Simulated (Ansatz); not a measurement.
# BBrH₂Si (SMILES [SiH2]=BBr): one structure at several levels

A test off equilibrium: a structure displaced at random from a GFN2-xTB minimum is computed at several levels, and each is set against CCSD(T).

Computed with Ansatz 0.2.0, Gaussian basis. Level: single points in def2-TZVPP.

Correlated methods freeze the cores. Filled d shells of the heavier atoms are correlated. B3LYP uses VWN-RPA correlation.

**1. Starting geometry**

SMILES `[SiH2]=BBr`, 5 atoms, charge 0, spin multiplicity 1.

Atoms are counted from 1 here; the program's logs count them from 0.

Bond lengths: Si1–B2 1.733 Å, Si1–H4 1.466 Å, Si1–H5 1.523 Å, B2–Br3 1.765 Å. Angles: B2–Si1–H4 119.6°, B2–Si1–H5 127.8°, H4–Si1–H5 111.8°, Si1–B2–Br3 157.4°.

Coordinates:

```xyz
5

Si   -0.4350    0.4249   -0.2486
B     0.7972   -0.6627    0.3004
Br    1.5346   -1.9220    1.2938
H    -1.3645   -0.0044   -1.2973
H    -0.5695    1.9122    0.0527
```

**2. CCSD(T)/def2-TZVPP**

Contents of run/in.yaml:

```yaml
crystal:
  periodic: [false, false, false]
  atoms:
    - {symbol: Si, position_ang: [-0.435000, 0.424900, -0.248600]}
    - {symbol: B, position_ang: [0.797200, -0.662700, 0.300400]}
    - {symbol: Br, position_ang: [1.534600, -1.922000, 1.293800]}
    - {symbol: H, position_ang: [-1.364500, -0.004400, -1.297300]}
    - {symbol: H, position_ang: [-0.569500, 1.912200, 0.052700]}
basis:
  gaussian: {orbitals: def2-TZVPP}
correlation: {method: ccsd_t}
output: {forces: true}
```

No record of the launch command was kept for these runs.

**3. PBE0-D4/def2-TZVPP**

run/in.yaml: that of step 2 with these lines changed.

```diff
@@ -10,3 +10,3 @@
   gaussian: {orbitals: def2-TZVPP}
-correlation: {method: ccsd_t}
-output: {forces: true}
+hamiltonian: {xc: pbe0, dispersion: d4}
+output: {forces: true, orbitals: {seedname: orbitals}}
```

**4. wB97M-V/def2-TZVPP**

run/in.yaml: that of step 3 with these lines changed.

```diff
@@ -10,3 +10,3 @@
   gaussian: {orbitals: def2-TZVPP}
-hamiltonian: {xc: pbe0, dispersion: d4}
-output: {forces: true, orbitals: {seedname: orbitals}}
+hamiltonian: {xc: {name: wB97M-V}}
+output: {forces: true}
```

**5. r2SCAN-D4/def2-TZVPP**

run/in.yaml: that of step 4 with these lines changed.

```diff
@@ -10,3 +10,3 @@
   gaussian: {orbitals: def2-TZVPP}
-hamiltonian: {xc: {name: wB97M-V}}
+hamiltonian: {xc: r2scan, dispersion: d4}
 output: {forces: true}
```

**6. PBE-D4/def2-TZVPP**

run/in.yaml: that of step 5 with these lines changed.

```diff
@@ -10,3 +10,3 @@
   gaussian: {orbitals: def2-TZVPP}
-hamiltonian: {xc: r2scan, dispersion: d4}
+hamiltonian: {xc: pbe, dispersion: d4}
 output: {forces: true}
```

**7. B3LYP-D4/def2-TZVPP**

run/in.yaml: that of step 6 with these lines changed.

```diff
@@ -10,3 +10,3 @@
   gaussian: {orbitals: def2-TZVPP}
-hamiltonian: {xc: pbe, dispersion: d4}
+hamiltonian: {xc: {name: B3LYP}, dispersion: d4}
 output: {forces: true}
```

**8. BLYP-D4/def2-TZVPP**

run/in.yaml: that of step 7 with these lines changed.

```diff
@@ -10,3 +10,3 @@
   gaussian: {orbitals: def2-TZVPP}
-hamiltonian: {xc: {name: B3LYP}, dispersion: d4}
+hamiltonian: {xc: {name: BLYP}, dispersion: d4}
 output: {forces: true}
```

(Steps that only read results are left out.)

Q: Predict the outcome of this session. Wanted: energy less free atoms, CCSD(T)/def2-TZVPP; RMS force component; RMS force error; HOMO and LUMO, PBE0-D4; T1 diagnostic.

The runs gave:

| quantity | value |
| --- | --- |
| energy less free atoms, CCSD(T)/def2-TZVPP | -1250.4 kJ/mol |
| RMS force component | 1.107 to 1.245 eV/Å over the methods |
| RMS force error | PBE0-D4 0.147, wB97M-V 0.186, r2SCAN-D4 0.121, PBE-D4 0.162, B3LYP-D4 0.146, BLYP-D4 0.159 eV/Å |
| HOMO and LUMO, PBE0-D4 | -5.69 and -2.72 eV |
| T1 diagnostic | 0.014 |

Against CCSD(T) the functionals' energies less atoms differ by -79.1 to -40.3 kJ/mol, PBE-D4 by -79.1 kJ/mol. A larger basis would deepen the CCSD(T) value, while the functionals are nearly converged already, so the order here is not reliable. On forces the order runs from r2SCAN-D4 to wB97M-V. Frozen-core CCSD(T) forces in triple zeta carry basis errors of their own, and this is one geometry, so small gaps rank nothing. The restricted Hartree–Fock reference is unstable towards an unrestricted one at one or more of these structures.
